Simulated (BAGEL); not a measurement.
# CH5GaO (SMILES C[O][GaH2]) at HF/cc-pVDZ (density fitting with qzvpp-jkfit)

Aim: the energy change on altering one bond length of CH5GaO at HF/cc-pVDZ (density fitting with qzvpp-jkfit), from 2 runs. 

The calculation is run with BAGEL 1.2.2.

6 further runs of the same task are left out: 6 that didn't finish. Runs told in other sessions of the task aren't counted.

### Step 1. The molecule

The species is CH5GaO (8 atoms), meant as a singlet with charge 0. As SMILES, `C[O][GaH2]`. The coordinates come from a PBE0-D4/def2-TZVP relaxation.

Bond lengths: C1–O2 1.402 Å, O2–Ga3 1.782 Å, C1–H4 1.096 Å, C1–H5 1.099 Å, C1–H6 1.096 Å, Ga3–H7 1.565 Å, Ga3–H8 1.555 Å. Angles: C1–O2–Ga3 123.8°, O2–C1–H4 110.0°, O2–C1–H5 113.2°, O2–C1–H6 110.0°, O2–Ga3–H7 115.8°, O2–Ga3–H8 113.9°, H4–C1–H5 107.8°, H4–C1–H6 107.8°, H5–C1–H6 107.8°, H7–Ga3–H8 130.3°.

### Step 2. A single-point energy at HF/cc-pVDZ (density fitting with qzvpp-jkfit)

input.json reads:

```json
{ "bagel" : [

{
  "title" : "molecule",
  "basis" : "cc-pvdz.json",
  "df_basis" : "qzvpp-jkfit",
  "angstrom" : "true",
  "geometry" : [
    { "atom" : "C", "xyz" : [   -0.616800,    0.972600,   -0.422900 ] },
    { "atom" : "O", "xyz" : [   -0.705300,   -0.273500,    0.213500 ] },
    { "atom" : "Ga", "xyz" : [    0.703200,   -1.302000,    0.579300 ] },
    { "atom" : "H", "xyz" : [   -1.200200,    0.962000,   -1.350600 ] },
    { "atom" : "H", "xyz" : [    0.414200,    1.256200,   -0.676600 ] },
    { "atom" : "H", "xyz" : [   -1.030600,    1.754200,    0.224300 ] },
    { "atom" : "H", "xyz" : [    2.093900,   -0.732800,    0.142900 ] },
    { "atom" : "H", "xyz" : [    0.341700,   -2.636700,    1.290100 ] }
  ]
},
{
  "title" : "hf"
},
{
  "title" : "print",
  "file" : "orbitals.molden",
  "orbitals" : "true"
}

]}
```

The basis set cc-pVDZ is read from a file made from the Basis Set Exchange's data (not shown).

Command:

```console
$ BAGEL_NUM_THREADS=1 BAGEL input.json > input.out
```

Standard output:

```text
* using 1 threads per process

  ===============================================================
  ===============================================================

  *** Geometry ***

  { "atom" : "C", "xyz" : [     -1.165583,      1.837948,     -0.799165 ] },
  { "atom" : "O", "xyz" : [     -1.332824,     -0.516840,      0.403457 ] },
  { "atom" : "Ga", "xyz" : [      1.328855,     -2.460423,      1.094718 ] },
  { "atom" : "H", "xyz" : [     -2.268049,      1.817917,     -2.552264 ] },
  { "atom" : "H", "xyz" : [      0.782725,      2.373874,     -1.278589 ] },
  { "atom" : "H", "xyz" : [     -1.947552,      3.314958,      0.423866 ] },
  { "atom" : "H", "xyz" : [      3.956898,     -1.384791,      0.270042 ] },
  { "atom" : "H", "xyz" : [      0.645719,     -4.982641,      2.437936 ] },

  Number of auxiliary basis functions:      508

  Since a DF basis is specified, we compute 2- and 3-index integrals:
    o Being stored without compression. Storage requirement is 0.026 GB

  Number of basis functions:       80
  Number of electrons      :       50

    * METHOD: MOLECULE                             0.23

  *** RHF ***

  === Nuclear Repulsion ===
   184.2549386768

      * DIIS with orbital gradients will be used.

  === RHF iteration (cc-pvdz.json) ===
      0      -2038.66918121          0.01546326           0.06
      1      -2038.76624038          0.01305834           0.06
      2      -2038.85551394          0.00139157           0.05
      3      -2038.85704196          0.00036947           0.06
      4      -2038.85710820          0.00007831           0.05
      5      -2038.85711232          0.00001445           0.06
      6      -2038.85711254          0.00000390           0.06
      7      -2038.85711256          0.00000109           0.06
      8      -2038.85711257          0.00000034           0.06
      9      -2038.85711257          0.00000010           0.05
     10      -2038.85711257          0.00000005           0.05
     11      -2038.85711257          0.00000001           0.05
     12      -2038.85711257          0.00000000           0.06
    * SCF iteration converged.

    * Permanent dipole moment:
           (   -0.541326,    -0.080810,     0.098946) a.u.

    * METHOD: HF                                   0.91

    * METHOD: PRINT                                0.02

  ===============================================================
```

It took 1.4 s on 1 thread of AMD EPYC 9B14 (Zen 4), shared host.

### Step 3. The distorted shape, same level

calc.json reads:

```json
{ "bagel" : [

{
  "title" : "molecule",
  "basis" : "cc-pvdz.json",
  "df_basis" : "qzvpp-jkfit",
  "angstrom" : true,
  "geometry" : [
    { "atom" : "C", "xyz" : [      -0.441795,       0.975780,      -0.144614 ] },
    { "atom" : "O", "xyz" : [      -0.530295,      -0.270320,       0.491786 ] },
    { "atom" : "Ga", "xyz" : [       0.878205,      -1.298820,       0.857586 ] },
    { "atom" : "H", "xyz" : [      -1.200200,       0.962000,      -1.350600 ] },
    { "atom" : "H", "xyz" : [       0.589205,       1.259380,      -0.398314 ] },
    { "atom" : "H", "xyz" : [      -0.855595,       1.757380,       0.502586 ] },
    { "atom" : "H", "xyz" : [       2.268905,      -0.729620,       0.421186 ] },
    { "atom" : "H", "xyz" : [       0.516705,      -2.633520,       1.568386 ] }
  ]
},

{ "title" : "hf", "charge" : 0 },

{ "title" : "print", "file" : "orbitals.molden", "orbitals" : true }

]}
```

The basis set cc-pVDZ is read from a file made from the Basis Set Exchange's data (not shown).

Command:

```console
$ BAGEL_NUM_THREADS=1 BAGEL calc.json > calc.out
```

Standard output:

```text
* using 1 threads per process

  ===============================================================
  ===============================================================

  *** Geometry ***

  { "atom" : "C", "xyz" : [     -0.834872,      1.843957,     -0.273281 ] },
  { "atom" : "O", "xyz" : [     -1.002112,     -0.510831,      0.929341 ] },
  { "atom" : "Ga", "xyz" : [      1.659567,     -2.454414,      1.620603 ] },
  { "atom" : "H", "xyz" : [     -2.268049,      1.817917,     -2.552264 ] },
  { "atom" : "H", "xyz" : [      1.113436,      2.379883,     -0.752704 ] },
  { "atom" : "H", "xyz" : [     -1.616840,      3.320967,      0.949750 ] },
  { "atom" : "H", "xyz" : [      4.287609,     -1.378782,      0.795926 ] },
  { "atom" : "H", "xyz" : [      0.976431,     -4.976632,      2.963820 ] },

  Number of auxiliary basis functions:      508

  Since a DF basis is specified, we compute 2- and 3-index integrals:
    o Being stored without compression. Storage requirement is 0.026 GB

  Number of basis functions:       80
  Number of electrons      :       50

    * METHOD: MOLECULE                             0.23

  *** RHF ***

  === Nuclear Repulsion ===
   182.9524921872

      * DIIS with orbital gradients will be used.

  === RHF iteration (cc-pvdz.json) ===
      0      -2038.62697684          0.01520303           0.06
      1      -2038.72046384          0.01325898           0.06
      2      -2038.81544183          0.00139651           0.06
      3      -2038.81707709          0.00032179           0.06
      4      -2038.81713642          0.00008997           0.06
      5      -2038.81714212          0.00001742           0.06
      6      -2038.81714253          0.00000495           0.06
      7      -2038.81714257          0.00000131           0.05
      8      -2038.81714257          0.00000042           0.06
      9      -2038.81714257          0.00000017           0.06
     10      -2038.81714257          0.00000007           0.06
     11      -2038.81714257          0.00000002           0.05
     12      -2038.81714257          0.00000001           0.06
    * SCF iteration converged.

    * Permanent dipole moment:
           (   -0.676957,    -0.023235,    -0.100389) a.u.

    * METHOD: HF                                   0.92

    * METHOD: PRINT                                0.02

  ===============================================================
```

It took 1.4 s on 1 thread of AMD EPYC 9B14 (Zen 4), shared host.

### Step 4. Results

At HF/cc-pVDZ (density fitting with qzvpp-jkfit):

| quantity | value |
| --- | --- |
| first shape: total energy | -2038.85711 Eh |
| first shape: dipole moment | 1.41 D |
| first shape: HOMO energy | -11.50 eV |
| first shape: LUMO energy | 1.56 eV |
| first shape: HOMO–LUMO gap | 13.06 eV |
| distorted shape: total energy | -2038.81714 Eh |
| distorted shape: dipole moment | 1.74 D |
| distorted shape: HOMO energy | -10.91 eV |
| distorted shape: LUMO energy | 1.46 eV |
| distorted shape: HOMO–LUMO gap | 12.37 eV |
| energy change with the C1–H4 bond stretched from 1.096 to 1.425 Å | 1.088 eV |

With the C1–H4 bond stretched from 1.096 to 1.425 Å the energy rises by 1.09 eV (105 kJ/mol). The first shape isn't relaxed at this level, so the change isn't measured from a minimum.
